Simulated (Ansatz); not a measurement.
# Pt: the cost of one run

Computed with Ansatz 0.2.0 (DFT PBE, scalar-relativistic, plane waves, PAW, unless a step's input says otherwise).

That is the level of the relaxation; later steps name their own.

2 further runs of the same task are left out: 2 set aside as unsound or not needed.

## (1) The structure to begin with

The structure is cubic, space group Fm-3m (No. 225). Conventional cell: a = 3.970 Å, b = 3.970 Å, c = 3.970 Å, α = 90.00°, β = 90.00°, γ = 90.00°. Pt (site symmetry m-3m) has 12 Pt at 2.81 Å as nearest neighbours.

Structure file:

```xyz
1
Lattice="0.0000 1.9851 1.9851 1.9851 0.0000 1.9851 1.9851 1.9851 0.0000" Properties=species:S:1:pos:R:3 pbc="T T T"
Pt    0.0000    0.0000    0.0000
```

It is the result of an earlier relaxation at this level (volume 15.64 Å³/atom; gap on the mesh: none (metal)).

## (2) The run at PBE on the hybrid's mesh

Input file input.yaml:

```yaml
crystal:
  lattice:
    - [0.0, 1.9850569792, 1.9850569792]
    - [1.9850569792, 0.0, 1.9850569792]
    - [1.9850569792, 1.9850569792, 0.0]
  atoms:
    - { symbol: Pt, position: [0.0, 0.0, 0.0] }
basis:
  ecutwfc: 420
kpoints:
  mp_grid: { grid: [8, 8, 8] }
  band_path:
    path:
      - [0.0, 0.0, 0.0]
      - [0.5, 0.0, 0.5]
      - [0.625, 0.25, 0.625]
      - [0.375, 0.375, 0.75]
      - [0.5, 0.5, 0.5]
      - [0.5, 0.25, 0.75]
      - [0.22222222, -0.5, -0.27777778]
      - [0.0, 0.0, 0.16666667]
    npoints: 1
hamiltonian:
  xc: pbe
scf:
  occupations: { method: gaussian, width: 0.1 }
  n_extra_bands: 4
output:
  forces: true
  stress: true
  eigenvalues: true
```

Run with:

```console
$ ansatz run input.yaml --threads 1 --pin off --max-ram 2560MiB --backend cpu --events-out ev --progress --plain --runs-dir out
```

**Question.** How long does this run take on 1 thread of AMD EPYC (Zen 3), shared host, and how much memory does it need?

About 2.2 s, with a peak of 0.27 GiB.
